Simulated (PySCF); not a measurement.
# CH2AlBr2N (SMILES C#[N+][AlH-]([Br])[Br]) at 6 levels

We compute a comparison of 6 runs (HF/STO-3G, HF/3-21G, HF/pcseg-2, PBE0/6-31G, PBE0/def2-SVP, PBE/pcseg-2) of CH2AlBr2N. 

The calculation is run with PySCF 2.14.0.

### 1 The structure to begin with

CH2AlBr2N has 7 atoms, charge 0, and is taken as a singlet. As SMILES, `C#[N+][AlH-]([Br])[Br]`. Geometry: a GFN2-xTB relaxation, a rough one for these elements and not checked as a minimum.

Bond lengths: C1–N2 1.141 Å, N2–Al3 2.028 Å, Al3–Br4 2.268 Å, Al3–Br5 2.268 Å, C1–H6 1.060 Å, Al3–H7 1.517 Å. Angles: C1–N2–Al3 165.1°, N2–Al3–Br4 96.1°, N2–Al3–Br5 96.1°, Br4–Al3–Br5 121.7°, N2–C1–H6 179.7°, N2–Al3–H7 104.6°, Br4–Al3–H7 115.6°, Br5–Al3–H7 115.7°.

### 2 Energy and gradient at HF/STO-3G (run 1)

Input file job.py:

```python
from pyscf import gto

mol = gto.M(
    atom='''
C   -0.525690  -0.309360   1.825210
N   -0.000100  -0.240270   0.814570
Al   0.484040   0.116340  -1.121760
Br  -1.212140  -1.091730  -2.019330
Br   0.392090   2.377530  -0.979370
H   -1.009320  -0.375510   2.765690
H    1.871130  -0.477000  -1.285020
''',
    max_memory=1860,
    spin=0,
    basis='sto-3g',
    verbose=3,
)

hf = mol.RHF()
hf.conv_tol = 1e-10
hf.kernel()
if not hf.converged:
    hf = hf.newton().run(hf.mo_coeff, hf.mo_occ)

energy = hf.e_tot
print('Final energy', energy)
grad = hf.nuc_grad_method().kernel()
dip = hf.dip_moment()
pop, q = hf.mulliken_pop()
```

Command:

```
OMP_NUM_THREADS=1 python job.py
```

Standard output:

```text
converged SCF energy = -5420.79589671927
Final energy -5420.795896719268
--------------- RHF gradients ---------------
         x                y                z
0 C     0.0009178913     0.0017220230    -0.0074751429
1 N    -0.0087977967    -0.0035704813     0.0257675121
2 Al    -0.0107719813     0.0026485199     0.0074556219
3 Br    -0.0145621795    -0.0155063220    -0.0076657824
4 Br     0.0028252389     0.0221224186     0.0036639576
5 H     0.0089186483     0.0015167309    -0.0183073323
6 H     0.0214701790    -0.0089328891    -0.0034388340
----------------------------------------------
Dipole moment(X, Y, Z, Debye): -0.22453, -1.98221,  6.87976
 ** Mulliken pop  **
pop of  0 C 1s            1.99496
pop of  0 C 2s            1.07244
pop of  0 C 2px           0.90328
pop of  0 C 2py           0.89098
pop of  0 C 2pz           0.97769
pop of  1 N 1s            1.99678
pop of  1 N 2s            1.66027
pop of  1 N 2px           1.15689
pop of  1 N 2py           1.11370
pop of  1 N 2pz           1.28829
pop of  2 Al 1s           1.99938
pop of  2 Al 2s           1.97952
pop of  2 Al 3s           0.92557
pop of  2 Al 2px          1.94143
pop of  2 Al 2py          1.93681
pop of  2 Al 2pz          1.93071
pop of  2 Al 3px          0.58295
pop of  2 Al 3py          0.48425
pop of  2 Al 3pz          0.27936
pop of  3 Br 1s           2.00000
pop of  3 Br 2s           1.99984
pop of  3 Br 3s           1.99960
pop of  3 Br 4s           1.96964
pop of  3 Br 2px          1.99991
pop of  3 Br 2py          1.99994
pop of  3 Br 2pz          1.99997
pop of  3 Br 3px          1.99505
pop of  3 Br 3py          1.99694
pop of  3 Br 3pz          1.99822
pop of  3 Br 4px          1.72648
pop of  3 Br 4py          1.82751
pop of  3 Br 4pz          1.90200
pop of  3 Br 3dxy         1.99963
pop of  3 Br 3dyz         1.99988
pop of  3 Br 3dz^2        1.99992
pop of  3 Br 3dxz         1.99977
pop of  3 Br 3dx2-y2      1.99991
pop of  4 Br 1s           2.00000
pop of  4 Br 2s           1.99984
pop of  4 Br 3s           1.99960
pop of  4 Br 4s           1.96963
pop of  4 Br 2px          1.99999
pop of  4 Br 2py          1.99984
pop of  4 Br 2pz          1.99999
pop of  4 Br 3px          1.99954
pop of  4 Br 3py          1.99131
pop of  4 Br 3pz          1.99937
pop of  4 Br 4px          1.97673
pop of  4 Br 4py          1.51469
pop of  4 Br 4pz          1.96451
pop of  4 Br 3dxy         1.99993
pop of  4 Br 3dyz         1.99992
pop of  4 Br 3dz^2        1.99982
pop of  4 Br 3dxz         2.00000
pop of  4 Br 3dx2-y2      1.99945
pop of  5 H 1s            0.79233
pop of  6 H 1s            1.26408
 ** Mulliken atomic charges  **
charge of    0C =      0.16065
charge of    1N =     -0.21593
charge of    2Al =      0.94002
charge of    3Br =     -0.41420
charge of    4Br =     -0.41412
charge of    5H =      0.20767
charge of    6H =     -0.26408
```

It took 6 s on 1 thread of Intel Xeon at 2.70GHz, shared host; peak memory 0.13 GiB.

### 3 Energy and forces at HF/3-21G (run 2)

Input file run.py:

```python
# C#[N+][AlH-]([Br])[Br]
from pyscf import gto

system = gto.M(
    atom='''
C     -0.525690    -0.309360     1.825210
N     -0.000100    -0.240270     0.814570
Al     0.484040     0.116340    -1.121760
Br    -1.212140    -1.091730    -2.019330
Br     0.392090     2.377530    -0.979370
H     -1.009320    -0.375510     2.765690
H      1.871130    -0.477000    -1.285020
''',
    spin=0,
    basis='3-21g',
    verbose=4,
    max_memory=1860,
)

mf = system.RHF()
mf.conv_tol = 1e-10
mf.kernel()
if not mf.converged:
    mf = mf.newton().run(mf.mo_coeff, mf.mo_occ)

e_final = mf.e_tot
print('E = %.10f Eh' % e_final)
grad = mf.nuc_grad_method().kernel()
mf.analyze()
```

Command:

```
OMP_NUM_THREADS=1 python run.py
```

Standard output:

```text
PySCF version 2.14.0

[... 83 lines left out ...]
Two-electron Coulomb Energy =         2958.901171598785822
[... 9 lines left out ...]
MO #7   energy= -57.9295623289207  occ= 2
[... 7 lines left out ...]
MO #15  energy= -9.73761266939852  occ= 2
[... 7 lines left out ...]
MO #23  energy= -3.22070497449007  occ= 2
[... 7 lines left out ...]
MO #31  energy= -3.04226123188379  occ= 2
[... 7 lines left out ...]
MO #39  energy= -0.898904621850146 occ= 2
[... 7 lines left out ...]
MO #47  energy= -0.38947394415549  occ= 2
[... 7 lines left out ...]
MO #55  energy= 0.222386867403289  occ= 0
[... 7 lines left out ...]
MO #63  energy= 0.852602637048175  occ= 0
[... 7 lines left out ...]
MO #71  energy= 1.06666358772826   occ= 0
[... 7 lines left out ...]
MO #79  energy= 2.92759241904387   occ= 0
[... 50 lines left out ...]
pop of  3 Br 3dxy         1.99972
pop of  3 Br 3dyz         1.99989
pop of  3 Br 3dz^2        1.99994
pop of  3 Br 3dxz         1.99981
pop of  3 Br 3dx2-y2      1.99988
pop of  4 Br 1s           2.00000
pop of  4 Br 2s           1.99991
pop of  4 Br 3s           1.99941
pop of  4 Br 4s           1.87319
pop of  4 Br 5s           0.00600
pop of  4 Br 2px          1.99998
pop of  4 Br 2py          1.99997
pop of  4 Br 2pz          1.99998
pop of  4 Br 3px          1.99984
pop of  4 Br 3py          1.99978
pop of  4 Br 3pz          1.99984
pop of  4 Br 4px          1.92418
pop of  4 Br 4py          1.61662
pop of  4 Br 4pz          1.91565
pop of  4 Br 5px          0.00170
pop of  4 Br 5py          0.00079
pop of  4 Br 5pz          0.00123
pop of  4 Br 3dxy         1.99989
pop of  4 Br 3dyz         1.99993
pop of  4 Br 3dz^2        1.99985
pop of  4 Br 3dxz         2.00000
pop of  4 Br 3dx2-y2      1.99957
pop of  5 H 1s            0.76081
pop of  5 H 2s            0.02126
pop of  6 H 1s            1.17915
pop of  6 H 2s            0.00224
 ** Mulliken atomic charges  **
charge of    0C =      0.15903
charge of    1N =     -0.09766
charge of    2Al =      0.57690
charge of    3Br =     -0.33749
charge of    4Br =     -0.33731
charge of    5H =      0.21793
charge of    6H =     -0.18140
Dipole moment(X, Y, Z, Debye): -0.98384, -1.93230,  7.86519
```

Wall time 5.7 s (1 thread of Intel Xeon at 2.70GHz, shared host); peak memory 0.16 GiB.

Runs 3 to 5 aren't shown in full; the table further down has their settings and results.

### 4 Energy and forces at PBE/pcseg-2 (run 6)

Input file run.py:

```python
from pyscf import gto, dft

mol = gto.M(
    atom='''
C   -0.525690  -0.309360   1.825210
N   -0.000100  -0.240270   0.814570
Al   0.484040   0.116340  -1.121760
Br  -1.212140  -1.091730  -2.019330
Br   0.392090   2.377530  -0.979370
H   -1.009320  -0.375510   2.765690
H    1.871130  -0.477000  -1.285020
''',
    verbose=4,
    max_memory=1860,
    spin=0,
    basis='pcseg-2',
)

mf = dft.RKS(mol, xc='pbe')
mf.grids.level = 5
mf.conv_tol = 1e-10
mf.kernel()
if not mf.converged:
    mf = mf.newton().run(mf.mo_coeff, mf.mo_occ)

e_tot = mf.e_tot
print(f'total energy: {e_tot:.8f} hartree')
grad = mf.nuc_grad_method().kernel()
mf.analyze()
```

Command:

```
OMP_NUM_THREADS=1 python run.py
```

Standard output:

```text
PySCF version 2.14.0

[... 101 lines left out ...]
Two-electron Coulomb Energy =         2959.489442355667052
[... 20 lines left out ...]
MO #18  energy= -6.244705650297    occ= 2
[... 18 lines left out ...]
MO #37  energy= -0.687529219231978 occ= 2
[... 18 lines left out ...]
MO #56  energy= 0.0409046757300082 occ= 0
[... 18 lines left out ...]
MO #75  energy= 0.324424687674202  occ= 0
[... 18 lines left out ...]
MO #94  energy= 0.749947991604057  occ= 0
[... 18 lines left out ...]
MO #113 energy= 1.26211316796262   occ= 0
[... 18 lines left out ...]
MO #132 energy= 1.58514710777584   occ= 0
[... 18 lines left out ...]
MO #151 energy= 2.03223428654234   occ= 0
[... 18 lines left out ...]
MO #170 energy= 3.5656419800334    occ= 0
[... 18 lines left out ...]
MO #189 energy= 4.45611697424286   occ= 0
[... 18 lines left out ...]
MO #208 energy= 10.0009874490428   occ= 0
[... 179 lines left out ...]
pop of  4 Br 4f+1         0.00001
pop of  4 Br 4f+2         0.00026
pop of  4 Br 4f+3         0.00032
pop of  5 H 1s            0.76481
pop of  5 H 2s            0.01007
pop of  5 H 3s            0.00553
pop of  5 H 2px           0.00036
pop of  5 H 2py           0.00006
pop of  5 H 2pz           0.00119
pop of  5 H 3px           0.00010
pop of  5 H 3py           0.00006
pop of  5 H 3pz           0.00021
pop of  5 H 3dxy          0.00000
pop of  5 H 3dyz          0.00002
pop of  5 H 3dz^2         0.00008
pop of  5 H 3dxz          0.00008
pop of  5 H 3dx2-y2       0.00001
pop of  6 H 1s            1.14986
pop of  6 H 2s            0.00267
pop of  6 H 3s            0.00119
pop of  6 H 2px           0.00422
pop of  6 H 2py           0.00088
pop of  6 H 2pz           0.00031
pop of  6 H 3px           0.00004
pop of  6 H 3py           0.00003
pop of  6 H 3pz           0.00003
pop of  6 H 3dxy          0.00013
pop of  6 H 3dyz          0.00000
pop of  6 H 3dz^2         0.00007
pop of  6 H 3dxz          0.00002
pop of  6 H 3dx2-y2       0.00012
 ** Mulliken atomic charges  **
charge of    0C =      0.10501
charge of    1N =     -0.05694
charge of    2Al =      0.55558
charge of    3Br =     -0.33079
charge of    4Br =     -0.33070
charge of    5H =      0.21740
charge of    6H =     -0.15957
Dipole moment(X, Y, Z, Debye): -1.21727, -1.41200,  6.50632
```

It took 13 min on 1 thread of Intel Xeon at 2.70GHz, shared host; peak memory 1.7 GiB.

### 5 All runs side by side

```csv
run,level,integration grid,energy (Eh),dipole moment (D),HOMO energy (eV),LUMO energy (eV),wall time
1,HF/STO-3G,–,-5420.795897,7.16,-7.34,6.00,6 s
2,HF/3-21G,–,-5453.780614,8.16,-10.39,2.37,5.7 s
3,HF/pcseg-2,–,-5480.451067,7.74,-10.73,1.65,11 min
4,PBE0/6-31G,5,-5483.264866,7.56,-7.86,-2.03,50 s
5,PBE0/def2-SVP,5,-5483.327101,7.12,-7.72,-1.91,62 s
6,PBE/pcseg-2,5,-5484.044182,6.77,-6.64,-3.13,13 min
```

### 6 Outcome

| quantity | value |
| --- | --- |
| run 6: total energy | -5484.04418 Eh |
| run 6: dipole moment | 6.77 D |
| run 6: HOMO energy | -6.64 eV |
| run 6: LUMO energy | -3.13 eV |
| run 6: HOMO–LUMO gap | 3.51 eV |
| run 6: largest force on an atom | 1.073 eV/Å |

What this shows: The dipole moment (its size) runs from 6.77 D (PBE/pcseg-2) to 8.16 D (HF/3-21G). The two ends differ in method and basis. The HOMO–LUMO gap runs from 3.51 eV (PBE/pcseg-2) to 13.34 eV (HF/STO-3G). Totals of different functionals can't be ranked against each other. In run 1 the basis is minimal, so the values are rough. All runs together took 25 min, the longest 13 min.
